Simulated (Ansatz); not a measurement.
**C2H9BSSi2: two geometries relaxed**

Method: RKS PBE/STO-3G, in Ansatz 0.2.0.

### Step 1. The system as given

Bond lengths (14 of 15 bonds, heavy atoms first): C1–B2 1.571 Å, B2–C3 1.596 Å, C3–S4 1.891 Å, C3–Si5 1.834 Å, S4–Si5 2.239 Å, Si5–Si6 2.251 Å, C1–H7 1.058 Å, C1–H8 1.119 Å, C1–H9 1.104 Å, B2–H10 1.197 Å, C3–H11 1.101 Å, Si5–H12 1.455 Å, Si6–H13 1.494 Å, Si6–H14 1.449 Å. Angles (14 of 28 angles, heavy atoms first): C1–B2–C3 121.3°, B2–C3–S4 110.2°, B2–C3–Si5 112.5°, S4–C3–Si5 73.9°, C3–S4–Si5 51.9°, C3–Si5–S4 54.2°, C3–Si5–Si6 113.2°, S4–Si5–Si6 110.2°, C1–B2–H10 118.0°, C3–B2–H10 120.7°, B2–C1–H7 112.6°, B2–C1–H8 106.7°, B2–C1–H9 107.5°, B2–C3–H11 119.3°.

Structure file:

```xyz
15

C    -0.6796   -2.5771   -0.1064
B     0.2699   -1.6840    0.7704
C     0.0245   -0.1146    0.9214
S     1.5299    0.7073    1.7183
Si    0.8394    0.8536   -0.4065
Si   -0.1330    2.8503   -0.7721
H    -0.3990   -3.5973   -0.0984
H    -1.7184   -2.4182    0.2789
H    -0.7008   -2.1423   -1.1208
H     1.1663   -2.2216    1.3528
H    -0.9392    0.2450    1.3139
H     1.8296    0.2295   -1.2705
H    -1.1410    3.1454    0.2910
H     0.8691    3.8971   -0.7867
H    -0.8396    2.7762   -2.0561
```

### Step 2. Relaxing end A

Contents of input.yaml:

```yaml
crystal:
  periodic: [false, false, false]
  atoms:
    - { symbol: C, position_ang: [-0.6796, -2.5771, -0.1064] }
    - { symbol: B, position_ang: [0.2699, -1.684, 0.7704] }
    - { symbol: C, position_ang: [0.0245, -0.1146, 0.9214] }
    - { symbol: S, position_ang: [1.5299, 0.7073, 1.7183] }
    - { symbol: Si, position_ang: [0.8394, 0.8536, -0.4065] }
    - { symbol: Si, position_ang: [-0.133, 2.8503, -0.7721] }
    - { symbol: H, position_ang: [-0.399, -3.5973, -0.0984] }
    - { symbol: H, position_ang: [-1.7184, -2.4182, 0.2789] }
    - { symbol: H, position_ang: [-0.7008, -2.1423, -1.1208] }
    - { symbol: H, position_ang: [1.1663, -2.2216, 1.3528] }
    - { symbol: H, position_ang: [-0.9392, 0.245, 1.3139] }
    - { symbol: H, position_ang: [1.8296, 0.2295, -1.2705] }
    - { symbol: H, position_ang: [-1.141, 3.1454, 0.291] }
    - { symbol: H, position_ang: [0.8691, 3.8971, -0.7867] }
    - { symbol: H, position_ang: [-0.8396, 2.7762, -2.0561] }
basis:
  gaussian: { orbitals: STO-3G }
hamiltonian:
  xc: pbe
relax:
  f_tol: 0.02
  max_steps: 50
output:
  orbitals: {}
```

Command:

```bash
> ansatz run input.yaml --threads 1 --pin off --max-ram 2048MiB --backend cpu --events-out ev --progress --plain --runs-dir out
```

**Question.** How long does this run take on 1 thread of Arm Neoverse V1, shared host, and how much memory does it need?

About 90 s, with a peak of 0.16 GiB.
